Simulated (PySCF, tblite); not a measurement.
# C₆H₉NO₂Si: geometry, infrared bands and NMR shifts

Wanted: the infrared bands and NMR shifts of C₆H₉NO₂Si (`O=C(CO[SiH3])n1cccc1`), by calculation.

Programs: tblite 0.8.0 and PySCF 2.14.0, with density-fitted response routines of our own. Each step states its level of theory. These are calculated values for one molecule in the gas phase, unless marked as measured. Atoms are numbered from 0 throughout.

## Step 1: The molecule as given

19 atoms, charge 0, multiplicity 1; geometry from: force field or distance geometry start.

Bonds of the start (Å): O0–C1 1.27, C1–C2 1.48, C2–O3 1.36, O3–Si4 1.73, C1–N5 1.42, N5–C6 1.34, C6–C7 1.38, C7–C8 1.37, C8–C9 1.38, C9–N5 1.35, C2–H10 1.12, C2–H11 1.11, Si4–H12 1.47, Si4–H13 1.48, Si4–H14 1.45, C6–H15 1.08, C7–H16 1.10, C8–H17 1.07, C9–H18 1.08.

## Step 2: Relaxing the molecule with GFN2-xTB

Job settings and geometry (Å):

```
{"job": {"kind": "relax", "xc": "GFN2-xTB", "basis": "xTB"}, "charge": 0, "multiplicity": 1}
O     -0.224700    -1.682000    -1.892900
C     -0.033200    -0.850700    -0.945600
C      1.359200    -0.749500    -0.447100
O      1.579500     0.139100     0.562500
Si     3.259500     0.092900     0.984000
N     -1.146600    -0.132200    -0.441700
C     -2.384200    -0.276500    -0.934800
C     -3.242700     0.556100    -0.246400
C     -2.514000     1.235000     0.696000
C     -1.220900     0.782400     0.547100
H      1.654800    -1.763800    -0.069300
H      1.999400    -0.495500    -1.320100
H      3.981800    -0.093700    -0.283300
H      3.718200     1.405400     1.494800
H      3.592600    -1.004100     1.878500
H     -2.738000    -0.927800    -1.722500
H     -4.326100     0.662300    -0.415700
H     -2.910800     1.958100     1.385400
H     -0.413500     1.153800     1.163800
```

On the command line:

```sh
OMP_NUM_THREADS=1 python probes_run.py task.json out
```

One launch serves the whole session: the jobs run in the order shown.

**Question.** This job is followed by: GFN2-xTB harmonic vibrations, gas phase; GIAO PBE0/pcSseg-1 NMR shielding, non-relativistic, gas phase. What will the session give for the following? strongest single infrared mode (GFN2-xTB); zero-point energy (GFN2-xTB); 13C shifts against TMS (PBE0/pcSseg-1, means over atoms taken as alike); 1H shifts against TMS (PBE0/pcSseg-1, means over atoms taken as alike); 17O shifts against H2O (PBE0/pcSseg-1); 29Si shifts against TMS (PBE0/pcSseg-1); 15N shifts against NH3 (PBE0/pcSseg-1).

**Answer**, as computed:

```
                                                               quantity                          value
                              strongest single infrared mode (GFN2-xTB)          1746 cm⁻¹, 497 km/mol
                                           zero-point energy (GFN2-xTB)                  85.3 kcal/mol
13C shifts against TMS (PBE0/pcSseg-1, means over atoms taken as alike)  171.1, 124.7, 119.1, 71.2 ppm
 1H shifts against TMS (PBE0/pcSseg-1, means over atoms taken as alike)     7.57, 6.51, 5.01, 4.64 ppm
                                 17O shifts against H2O (PBE0/pcSseg-1)                494.4, 10.4 ppm
                                29Si shifts against TMS (PBE0/pcSseg-1)                      -34.2 ppm
                                 15N shifts against NH3 (PBE0/pcSseg-1)                      225.0 ppm
```

In words: Over 140 steps the energy fell by 0.998 eV; of the close pairs, O3–Si4 changed most, 1.733 to 1.626 Å. All 51 modes are real, so the xTB geometry is a minimum. The strongest single mode, at 1746 cm⁻¹, moves mainly C1 and O0. Unscaled tight-binding wavenumbers are off by several per cent, some by more. Its intensities can rank the bands wrongly. The most deshielded carbon is C1 (amide carbonyl carbon), at 171.1 ppm: it is a carbonyl in resonance with an O or N lone pair, the region of acids, esters and amides. At PBE0/pcSseg-1: Shielding is most anisotropic at O0 (span 841 ppm, paramagnetic term -557 ppm). NICS(1)zz of -23 ppm above the planar ring from N5 marks a diatropic (aromatic) ring current.
